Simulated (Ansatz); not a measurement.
# CdP3: the cost of one run

Program: Ansatz 0.2.0. Level of theory: DFT PBE, scalar-relativistic, plane waves, PAW. These are calculated values, not measurements.

## 1. The structure to begin with

The structure is hexagonal, space group P6_3/m (No. 176). Conventional cell: a = 5.865 Å, b = 5.865 Å, c = 6.318 Å, α = 90.00°, β = 90.00°, γ = 120.00°. Cd (site symmetry -6) has 3 P at 1.70 Å as nearest neighbours. P (site symmetry m) is surrounded by 1 Cd at 1.70 Å.

Structure file:

```
CELL_PARAMETERS angstrom
5.86506 0.00000 0.00000
-2.93253 5.07929 0.00000
0.00000 0.00000 6.31845
ATOMIC_POSITIONS crystal
Cd 0.33333 0.66667 0.25000
Cd 0.66667 0.33333 0.75000
P 0.04550 0.37630 0.25000
P 0.66920 0.04550 0.75000
P 0.62370 0.66920 0.25000
P 0.95450 0.62370 0.75000
P 0.33080 0.95450 0.25000
P 0.37630 0.33080 0.75000
```

This is candidate A: BCl3 type (P6_3/m, No. 176).

(A quick probe on a coarse mesh, which set the mesh and smearing, is not shown.)

## 3. A loose first relaxation (candidate A)

Contents of input.yaml:

```yaml
crystal:
  lattice:
    - [5.8650612037, 0.0, 0.0]
    - [-2.9325306019, 5.0792919972, 0.0]
    - [0.0, 0.0, 6.3184478738]
  atoms:
    - { symbol: Cd, position: [0.3333333333, 0.6666666667, 0.25] }
    - { symbol: Cd, position: [0.6666666667, 0.3333333333, 0.75] }
    - { symbol: P, position: [0.0455, 0.3763, 0.25] }
    - { symbol: P, position: [0.6692, 0.0455, 0.75] }
    - { symbol: P, position: [0.6237, 0.6692, 0.25] }
    - { symbol: P, position: [0.9545, 0.6237, 0.75] }
    - { symbol: P, position: [0.3308, 0.9545, 0.25] }
    - { symbol: P, position: [0.3763, 0.3308, 0.75] }
basis:
  ecutwfc: 420
kpoints:
  mp_grid: { grid: [3, 3, 4] }
hamiltonian:
  xc: pbe
scf:
  occupations: { method: gaussian, width: 0.1 }
  lower_state_search: "off"
output:
  forces: true
  stress: true
  eigenvalues: true
relax:
  adjacent_minimum: "off"
  f_tol: 0.04
  max_steps: 70
  cell: { stress_tol: 0.4 }
```

On the command line:

```bash
> ansatz run input.yaml --threads 1 --pin off --max-ram 2560MiB --backend cpu --events-out ev --progress --plain --runs-dir out
```

Q: Estimate wall time and peak memory on 1 thread of Arm Neoverse V1, shared host.

About 67 s, with a peak of 0.43 GiB.
